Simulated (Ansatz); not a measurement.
**CH₂BBrO₃: basis-set convergence**

How large a basis does CH₂BBrO₃ need? Two functionals are run in growing sets.

Program: Ansatz 0.2.0, Gaussian basis. Level of theory: one geometry, several basis sets. These are calculated values, not measurements.

Levels to be run: PBE0-D4/def2-SVP; ωB97M-V/def2-SVP; PBE0-D4/def2-QZVPP; ωB97M-V/def2-QZVPP; the functionals' def2-TZVPP values are taken from earlier runs.

## Step 1: The geometry

An earlier PBE0-D4 in a triple-zeta def2 set relaxation fixed the geometry.

SMILES `OB1OC(Br)O1`, 8 atoms, charge 0, spin multiplicity 1.

Atoms are counted from 1 here; the program's logs count them from 0.

Bond lengths: O1–B2 1.333 Å, O1–H7 0.960 Å, B2–O3 1.392 Å, B2–O6 1.397 Å, O3–C4 1.404 Å, C4–Br5 1.936 Å, C4–O6 1.408 Å, C4–H8 1.089 Å. Angles: B2–O1–H7 114.3°, O1–B2–O3 129.8°, O1–B2–O6 133.1°, O3–B2–O6 97.1°, B2–O3–C4 83.6°, O3–C4–Br5 113.2°, O3–C4–O6 96.0°, O3–C4–H8 113.9°, Br5–C4–O6 113.0°, Br5–C4–H8 107.0°, O6–C4–H8 113.8°, B2–O6–C4 83.3°.

Coordinates:

```
O    -0.7816   -1.8743   -0.5816
B    -0.2489   -0.6920   -0.2710
O     1.0282   -0.1974   -0.5179
C     0.5284    0.9614    0.0982
Br    1.4881    1.4411    1.7092
O    -0.7567    0.4477    0.3567
H    -1.6943   -1.9827   -0.3035
H     0.5288    1.8390   -0.5457
```

## Step 2: PBE0-D4 in def2-SVP

Input file in.yaml:

```yaml
crystal:
  periodic: [false, false, false]
  atoms:
    - {symbol: O, position_ang: [-0.781551, -1.874320, -0.581637]}
    - {symbol: B, position_ang: [-0.248880, -0.692029, -0.271015]}
    - {symbol: O, position_ang: [1.028232, -0.197430, -0.517863]}
    - {symbol: C, position_ang: [0.528449, 0.961364, 0.098177]}
    - {symbol: Br, position_ang: [1.488134, 1.441054, 1.709172]}
    - {symbol: O, position_ang: [-0.756746, 0.447723, 0.356713]}
    - {symbol: H, position_ang: [-1.694292, -1.982682, -0.303501]}
    - {symbol: H, position_ang: [0.528755, 1.839019, -0.545745]}
basis:
  gaussian: {orbitals: def2-SVP}
hamiltonian: {xc: pbe0, dispersion: d4}
output: {orbitals: {seedname: orbitals}}
```

The run is started by

```
ansatz run in.yaml --threads 4 --pin off --events-out ev --progress --plain --max-ram 10444MiB
```

What it wrote:

```text
Functional definition: PBE0
  name "PBE0"
  cite "Adamo & Barone, J. Chem. Phys. 110, 6158 (1999) doi:10.1063/1.478522"
  cite "Perdew, Burke & Ernzerhof, Phys. Rev. Lett. 77, 3865 (1996) doi:10.1103/PhysRevLett.77.3865"
  parent pbe
  parameter a = 0.25
  parameter kappa = 0.804
  parameter beta = 0.06672455060314922
  exchange = (1 - a)*pbe_x(kappa = kappa, mu = beta*pi^2/3) + a*exact_x
  correlation = pbe_c(beta = beta)
1079 factors; integrals over basis functions are off by at most 1.4e-3 eV
mean field evaluation 1: about -77899.4148 eV, gradient 5.8e1 eV
mean field evaluation 2: about -77894.6884 eV, gradient 7.8e1 eV
mean field evaluation 4: about -77905.0433 eV, gradient 2.5e0 eV
mean field evaluation 8: about -77905.2405 eV, gradient 2.4e-1 eV
mean field evaluation 16: about -77905.2405 eV, gradient 5.5e-5 eV
mean field -77905.24054392 eV, -2862.9647839203 hartree, gradient 5.9e-5 eV, S^2 0.000000; 0 other end points of the search recorded, 0 dependent functions left out
reference -77905.24056798 eV, -2862.9647848047 hartree; 36, 36 occupied and 76, 76 virtual orbitals, 1079 factors
Total energy: -77905.39591481 eV, -2862.9704936953 hartree
```

It took 1.1 s on 4 threads of Arm Neoverse V2, shared host; peak memory 0.25 GiB.

## Step 3: ωB97M-V in def2-SVP

Changes to in.yaml since step 2:

```diff
@@ -13,3 +13,3 @@
   gaussian: {orbitals: def2-SVP}
-hamiltonian: {xc: pbe0, dispersion: d4}
+hamiltonian: {xc: {name: wB97M-V}}
 output: {orbitals: {seedname: orbitals}}
```

Same command.

What it wrote, cut to the lines that bear on the results:

```text
Functional definition: wB97M-V
  name "wB97M-V"
  cite "Mardirossian & Head-Gordon, J. Chem. Phys. 144, 214110 (2016) doi:10.1063/1.4952647"
  cite "Becke, J. Chem. Phys. 107, 8554 (1997) doi:10.1063/1.475007"
  cite "Vydrov & Van Voorhis, J. Chem. Phys. 133, 244103 (2010) doi:10.1063/1.3521275"
  # Of w^i u^j: cxij and so on, Table III.
[...]
  gx(w, u) = 1 - cx + cx01*u + cx10*w
  gss(w, u) = css00 + css04*u^4 + css10*w + css20*w^2 + css43*w^4*u^3
  gos(w, u) = cos00 + cos10*w + (cos20 + cos21*u)*w^2 + (cos60 + cos61*u)*w^6
[...]
      + integral(e_c_pw_mod_opposite_spin*gos(b97_w_opposite, b97_u_opposite)) + vv10(b, c)
1079 factors; integrals over basis functions are off by at most 1.4e-3 eV
232 factors; integrals over basis functions are off by at most 8.1e-6 eV
[...]
mean field -77915.79042940 eV, -2863.3524850607 hartree, gradient 2.8e-5 eV, S^2 0.000000; 0 other end points of the search recorded, 0 dependent functions left out
reference -77915.79046506 eV, -2863.3524863712 hartree; 36, 36 occupied and 76, 76 virtual orbitals, 1079 factors
Total energy: -77915.79046506 eV, -2863.3524863712 hartree
```

Wall time 4.1 s (4 threads of Arm Neoverse V2, shared host); peak memory 0.35 GiB.

## Step 4: PBE0-D4 in def2-QZVPP

Changes to in.yaml since step 3:

```diff
@@ -12,4 +12,4 @@
 basis:
-  gaussian: {orbitals: def2-SVP}
-hamiltonian: {xc: {name: wB97M-V}}
+  gaussian: {orbitals: "def2-QZVPP.json"}
+hamiltonian: {xc: pbe0, dispersion: d4}
 output: {orbitals: {seedname: orbitals}}
```

The command is unchanged.

What it wrote:

```text
Functional definition: PBE0
  name "PBE0"
  cite "Adamo & Barone, J. Chem. Phys. 110, 6158 (1999) doi:10.1063/1.478522"
  cite "Perdew, Burke & Ernzerhof, Phys. Rev. Lett. 77, 3865 (1996) doi:10.1103/PhysRevLett.77.3865"
  parent pbe
  parameter a = 0.25
  parameter kappa = 0.804
  parameter beta = 0.06672455060314922
  exchange = (1 - a)*pbe_x(kappa = kappa, mu = beta*pi^2/3) + a*exact_x
  correlation = pbe_c(beta = beta)
1577 factors; their error is unknown
mean field evaluation 1: about -77916.8310 eV, gradient 7.0e1 eV
mean field evaluation 2: about -77908.3873 eV, gradient 9.9e1 eV
mean field evaluation 4: about -77924.6366 eV, gradient 3.5e0 eV
mean field evaluation 8: about -77924.8370 eV, gradient 5.0e-1 eV
mean field evaluation 16: about -77924.8372 eV, gradient 3.6e-5 eV
mean field -77924.83722093 eV, -2863.6849485173 hartree, gradient 3.6e-5 eV, S^2 0.000000; 0 other end points of the search recorded, 0 dependent functions left out
reference -77924.83725366 eV, -2863.6849497204 hartree; 36, 36 occupied and 398, 398 virtual orbitals, 1577 factors
Total energy: -77924.99260049 eV, -2863.6906586111 hartree
```

It took 6.5 s on 4 threads of Arm Neoverse V2, shared host; peak memory 1.6 GiB.

## Step 5: ωB97M-V in def2-QZVPP

Changes to in.yaml since step 4:

```diff
@@ -13,3 +13,3 @@
   gaussian: {orbitals: "def2-QZVPP.json"}
-hamiltonian: {xc: pbe0, dispersion: d4}
+hamiltonian: {xc: {name: wB97M-V}}
 output: {orbitals: {seedname: orbitals}}
```

Launched as before.

What it wrote, cut to the lines that bear on the results:

```text
Functional definition: wB97M-V
  name "wB97M-V"
  cite "Mardirossian & Head-Gordon, J. Chem. Phys. 144, 214110 (2016) doi:10.1063/1.4952647"
  cite "Becke, J. Chem. Phys. 107, 8554 (1997) doi:10.1063/1.475007"
  cite "Vydrov & Van Voorhis, J. Chem. Phys. 133, 244103 (2010) doi:10.1063/1.3521275"
  # Of w^i u^j: cxij and so on, Table III.
[...]
  gx(w, u) = 1 - cx + cx01*u + cx10*w
  gss(w, u) = css00 + css04*u^4 + css10*w + css20*w^2 + css43*w^4*u^3
  gos(w, u) = cos00 + cos10*w + (cos20 + cos21*u)*w^2 + (cos60 + cos61*u)*w^6
[...]
      + integral(e_c_pw_mod_opposite_spin*gos(b97_w_opposite, b97_u_opposite)) + vv10(b, c)
1546 factors; their error is unknown
320 factors; integrals over basis functions are off by at most 2.3e-5 eV
[...]
mean field -77935.45254344 eV, -2864.0750544242 hartree, gradient 1.3e-5 eV, S^2 0.000000; 0 other end points of the search recorded, 0 dependent functions left out
reference -77935.45259670 eV, -2864.0750563815 hartree; 36, 36 occupied and 398, 398 virtual orbitals, 1546 factors
Total energy: -77935.45259670 eV, -2864.0750563815 hartree
```

Wall time 15 s (4 threads of Arm Neoverse V2, shared host); peak memory 1.9 GiB.

## Step 6: Density functionals: the series

The def2-TZVPP values come from earlier runs at the same geometry.

```
functional       basis  functions  energy (eV)  from the largest (eV)  HOMO (eV)  LUMO (eV)
   PBE0-D4    def2-SVP        112  -77905.3959                 19.597      -8.31       0.08
   PBE0-D4  def2-TZVPP        231  -77923.1317                  1.861      -8.44      -0.20
   PBE0-D4  def2-QZVPP        434  -77924.9926                  0.000      -8.47      -0.32
   ωB97M-V    def2-SVP        112  -77915.7905                 19.662     -10.57       2.28
   ωB97M-V  def2-TZVPP        231  -77933.6687                  1.784     -10.73       1.70
   ωB97M-V  def2-QZVPP        434  -77935.4526                  0.000     -10.76       1.20
```

## Step 7: What came out

```
                                       quantity           value
PBE0-D4: double and triple zeta above quadruple  19.60, 1.86 eV
ωB97M-V: double and triple zeta above quadruple  19.66, 1.78 eV
```

What this shows: For PBE0-D4 the step from double to triple zeta gains 17.74 eV and the next only 1.86 eV. These are total energies; as a rule much of such shifts cancels in differences, which this series doesn't test. The LUMO of ωB97M-V is positive and keeps falling with the basis (2.28 to 1.20 eV): an unbound level that the basis holds in place.

For PBE0-D4 the largest set took about 6 times as long as the smallest (6.5 s against 1.1 s).
